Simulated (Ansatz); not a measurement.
# LiPb: the cost of one run

Computed with Ansatz 0.2.0 (DFT LDA, scalar-relativistic, unless a step's input says otherwise).

## 1. The system as given

It takes space group Pm-3m (No. 221, cubic). Conventional cell: a = 3.522 Å, b = 3.522 Å, c = 3.522 Å, α = 90.00°, β = 90.00°, γ = 90.00°. Around Li (site symmetry m-3m) lie 8 Pb at 3.05 Å. Pb (site symmetry m-3m) has 8 Li at 3.05 Å as nearest neighbours.

Structure file:

```
Li Pb
1.0
     3.52200    0.00000    0.00000
     0.00000    3.52200    0.00000
     0.00000    0.00000    3.52200
Li Pb
1 1
Direct
  0.50000 0.50000 0.50000
  0.00000 0.00000 0.00000
```

Atoms are numbered in the order of the input: Li1, Pb2.

## 2. After the deformation

Space group Pm-3m before, R-3m after.

## 3. All-electron LAPW

Contents of input.yaml:

```yaml
crystal:
  lattice:
    - [3.522, 0.01761, 0.01761]
    - [0.01761, 3.522, 0.01761]
    - [0.01761, 0.01761, 3.522]
  atoms:
    - { symbol: Li, position: [0.5, 0.5, 0.5] }
    - { symbol: Pb, position: [0.0, 0.0, 0.0] }
kpoints:
  mp_grid: { grid: [10, 10, 10] }
  band_path:
    path:
      - [0.0, 0.0, 0.0]
      - [0.5, 0.5, 0.5]
      - [0.5098274679, 0.4901725321, 0.5]
      - [0.5, -0.4901725321, 0.4901725321]
      - [0.5, 0.0, 0.0]
      - [0.0, 0.0, 0.0]
      - [0.4950862661, -0.4950862661, 0.0]
      - [0.5049137339, 0.0, 0.4950862661]
      - [0.5, 0.0, 0.5]
    npoints: 5
scf:
  occupations: { method: fermi_dirac, width: 0.03 }
hamiltonian:
  xc: lda
  pseudopotentials: { kind: all_electron, lapw: { basis_error: 0.0005 } }
output:
  forces: true
  stress: true
  eigenvalues: true
```

The run is started by

```console
$ ansatz run input.yaml --threads 1 --pin off --max-ram 3072MiB --backend cpu --events-out ev --progress --plain --runs-dir out
```

Q: Estimate wall time and peak memory on 1 thread of Arm Neoverse V2, shared host.

About 21 s, with a peak of 0.38 GiB.
